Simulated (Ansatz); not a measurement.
Born–Oppenheimer molecular dynamics of a periodic cell of 24 atoms, TiSi$_{2}$ (start crystal TiSi2, start structure Fddd, volume 1.05 times the crystal's). It starts from a structure without forces on its atoms.

These are results of Ansatz, DFT PBEsol, scalar-relativistic, plane waves, PAW, not measurements. Settings: accuracy low, PAW set soft_1, cutoff 420 eV, k mesh 3x2x2, fermi-dirac smearing 0.17 eV, no spin polarisation.

* ensemble: NVT, Langevin thermostat
* time step: 2 fs
* steps asked: 130
* set temperature: 2000 K
* friction: 0.02 /fs
* seed: 849459

First frame:

```xyz
24
Lattice="4.8574 0.0000 0.0000 0.0000 8.3701 0.0000 0.0000 0.0000 8.6656" Properties=species:S:1:pos:R:3
Ti 2.429 4.185 4.333
Ti 3.643 6.277 6.499
Si 2.429 7.009 4.333
Si 2.429 1.361 4.333
Si 1.214 0.732 2.166
Si 1.214 3.453 2.166
Ti 0.000 0.000 4.333
Ti 1.214 2.092 6.499
Si 0.000 2.824 4.333
Si 0.000 5.546 4.333
Si 3.643 4.917 2.166
Si 3.643 7.638 2.166
Ti 0.000 4.185 0.000
Ti 1.214 6.277 2.166
Si 0.000 7.009 0.000
Si 0.000 1.361 0.000
Si 3.643 0.732 6.499
Si 3.643 3.453 6.499
Ti 2.429 0.000 0.000
Ti 3.643 2.092 2.166
Si 2.429 2.824 0.000
Si 2.429 5.546 0.000
Si 1.214 4.917 6.499
Si 1.214 7.638 6.499
```

(1) What does the run give?

(2) What happens to the structure?

(3) How do temperature and energy run in time?

Results:

(1) The run went to its last step.

```
steps done                                               : 130
time covered                                             : 260 fs
mean temperature over the second half                    : 1633 K
spread of the potential energy over the second half      : 20.0 meV per atom
mean potential energy of the second half above the start : 210.1 meV per atom
```

The mean temperature of the second half is 18 % below the set value. A run of 0.26 ps of so small a system gives no equilibrium averages. Limits of this set-up: coarse k mesh, PAW files made for another functional, low accuracy level.

(2) Mean squared displacements from the first frame to the last, about the centre of mass: Ti 0.02 Å², Si 0.08 Å². The details hang on the random start.

(3) 
```csv
time (fs),T (K),potential energy less start (eV)
0,1917,0.000
12,1433,1.729
24,949,3.919
36,1326,4.043
48,1149,4.412
60,1180,4.397
72,1334,4.159
84,1495,4.857
96,1385,4.652
108,1333,5.082
120,1254,5.935
132,1360,6.135
144,1772,5.010
156,1445,5.132
168,1672,4.985
180,1779,5.040
192,1627,5.171
204,1493,5.439
216,1543,5.267
228,1459,5.197
240,1774,4.591
252,2023,4.017
```

The run took 20 min on 2 threads of Arm Neoverse V2, with other jobs on the host, peak memory 1 GiB.
